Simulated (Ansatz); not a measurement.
CH5ClGeO, SMILES [CH3][GeH]([OH])[Cl], a geometry optimisation

Computed with the Python package of Ansatz (0.2.0).

Notebook, run cell by cell (the value of a cell's last expression is shown):

**Cell 1**
```python
import ansatz as az
from ase import Atoms
import numpy as np
```

**Cell 2**
```python
atoms = Atoms(['C', 'Ge', 'O', 'Cl', 'H', 'H', 'H', 'H', 'H'], positions=[
    (-0.2097, 1.0957, -0.3113),
    (-0.2749, -0.7005, 0.3098),
    (1.295, -1.1006, 0.9896),
    (-0.6265, -2.0153, -1.348),
    (-1.2487, 1.3835, -0.7684),
    (-0.0378, 1.8375, 0.5229),
    (0.5481, 1.2585, -1.0999),
    (-1.3234, -0.8414, 1.3932),
    (1.9663, -0.9639, 0.2951),
])
ch5clgeo = az.Crystal.molecule_from_ase(atoms)

model = (
    ch5clgeo.calculation()
    .basis(gaussian='def2-SVP')  # atom-centred Gaussian functions
    .functional('PBE0')  # level of theory
)
symbols = [site.symbol for site in ch5clgeo.cartesian_sites]
start = np.array([site.position_ang for site in ch5clgeo.cartesian_sites], dtype=float)
r = model.relax(force_tolerance=0.005).run(threads=1, pin='off').report
end = np.array(r['positions_ang'])
```

**Cell 3**
```python
print('reference energy %16.6f eV' % r['reference_energy_ev'])
print('total energy     %16.6f eV' % r['free_energy_ev'])
print('occupied (up, down):', r['n_occupied'], ' virtual:', r['n_virtual'], ' frozen:', r['n_frozen'])
```
Output:
```text
reference energy    -72180.368004 eV
total energy        -72180.368004 eV
occupied (up, down): [34, 34]  virtual: [69, 69]  frozen: 0
```

**Cell 4**
```python
print('bond        before    after (A)')
for i, j in [(0, 1), (0, 4), (0, 5), (0, 6), (1, 2), (1, 3), (1, 7), (2, 8)]:
    d0, d1 = (np.linalg.norm(xyz[i] - xyz[j]) for xyz in (start, end))
    print(f'{symbols[i]}{i}-{symbols[j]}{j}'.ljust(10), f'{d0:8.4f} {d1:8.4f}')
```
Output:
```text
bond        before    after (A)
C0-Ge1       1.9017   1.9368
C0-H4        1.1710   1.0994
C0-H5        1.1295   1.0999
C0-H6        1.1057   1.0992
Ge1-O2       1.7569   1.7709
Ge1-Cl3      2.1449   2.1740
Ge1-H7       1.5143   1.5308
O2-H8        0.9755   0.9635
```

**Cell 5**
```python
charges = r['charge_distribution']
dipole = np.array(charges['dipole_moment_e_ang']) * 4.803205
print('dipole (D): {:.3f} {:.3f} {:.3f}, length {:.3f}'.format(*dipole, np.linalg.norm(dipole)))
print('atom  Mulliken   Lowdin')
for symbol, m, l in zip(symbols, charges['mulliken_charges_e'], charges['lowdin_charges_e']):
    print(f'{symbol:4s} {m:9.3f} {l:8.3f}')
with open('ch5clgeo_opt.xyz', 'w') as handle:
    handle.write(f'{len(symbols)}\nrelaxed CH5ClGeO\n')
    handle.writelines(f'{s:2s} {x:11.6f} {y:11.6f} {z:11.6f}\n' for s, (x, y, z) in zip(symbols, end))
```
Output:
```text
dipole (D): 0.433 2.304 -0.156, length 2.350
atom  Mulliken   Lowdin
C       -0.327   -0.083
Ge       0.680   -0.119
O       -0.441    0.065
Cl      -0.304    0.102
H        0.089    0.032
H        0.087    0.031
H        0.085    0.030
H       -0.063   -0.049
H        0.193   -0.010
```

`ch5clgeo_opt.xyz`, as written:
```text
9
relaxed CH5ClGeO
C    -0.263757    1.168486   -0.351879
Ge   -0.255959   -0.646701    0.323507
O     1.303782   -1.099996    1.029126
Cl   -0.638514   -1.952909   -1.371706
H    -1.253171    1.408213   -0.767043
H    -0.033684    1.871229    0.462353
H     0.486531    1.280674   -1.147382
H    -1.280918   -0.959705    1.416557
H     2.024091   -1.115791    0.389467
```

What to keep in mind:
- Total energies depend on the basis set; only differences at equal settings carry meaning.
- The end point is the stationary point reached from this start; no frequency run checks that it is a minimum, and the basis set is modest.
- The Löwdin charges here are taken after orthogonalising the functions within each atom; they differ from plain Löwdin charges, and their signs can be unphysical.
- The whole script took 39 s on 1 thread of Arm Neoverse V2 (shared host), peak memory 0.31 GiB.

(Lines on the test bed's own set-up are left out of the output.)
